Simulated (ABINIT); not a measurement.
A run of ABINIT 10.8.3 (patched build):

File run.abi:

```
# Datasets
ndtset 3

# Pseudopotentials
pp_dirpath "./"
pseudos "Ge.upf, N.upf, C.upf"

# Structure
acell 10.0911920009 10.0911920009 10.0911920009
rprim
     0.3359139855     0.1939400300     0.9217098562
    -0.3359139855     0.1939400300     0.9217098562
     0.0000000000    -0.3878800599     0.9217098563
ntypat 3
znucl 32 7 6
natom 4
typat 1 2 2 3
xred
            0.0            0.0            0.0
   0.5839044000   0.5839044000   0.5839044000
   0.4160956000   0.4160956000   0.4160956000
            1/2            1/2            1/2

# Plane-wave basis
ecut 42.0

# k points
kptopt 1
ngkpt 5 5 5
nshiftk 1
shiftk 0.0 0.0 0.0
istwfk *1

# Exchange and correlation
ixc 7

# Bands and occupations
occopt 1

# SCF cycle
nstep 80
diemac 6.0

# Output
iomode 3
prteig 0
prtebands 0

# Dataset 1: ground state
nband1 14
tolvrs1 1.0e-12
prtden1 1
prtwf1 0

# Dataset 2: empty bands at fixed density
iscf2 -2
getden2 1
nband2 26
nbdbuf2 4
tolwfr2 1.0e-12
nstep2 120
prtden2 0

# Dataset 3: self-energy
optdriver3 4
getwfk3 2
nband3 22
ecutsigx3 42.0
ecutwfn3 42.0
symsigma3 1
gwcalctyp3 15
ixc_sigma3 -402
getden3 1
fftgw3 01
gw_qprange3 -18
```

Potentials or basis: PseudoDojo NC SR LDA v0.4.1 standard.

The run is started by

```bash
$ abinit run.abi > log 2>&1
```

Hardware: 1 thread of Arm Neoverse V1, with other jobs on the host.

Q: Estimate the wall time of this run.

A: It took 25 min on 1 thread of Arm Neoverse V1, on a shared host, peak memory 1.7 GiB. Counts: scf iterations 22, mpi ranks 1, k points 19, bands 26, plane waves 4826.
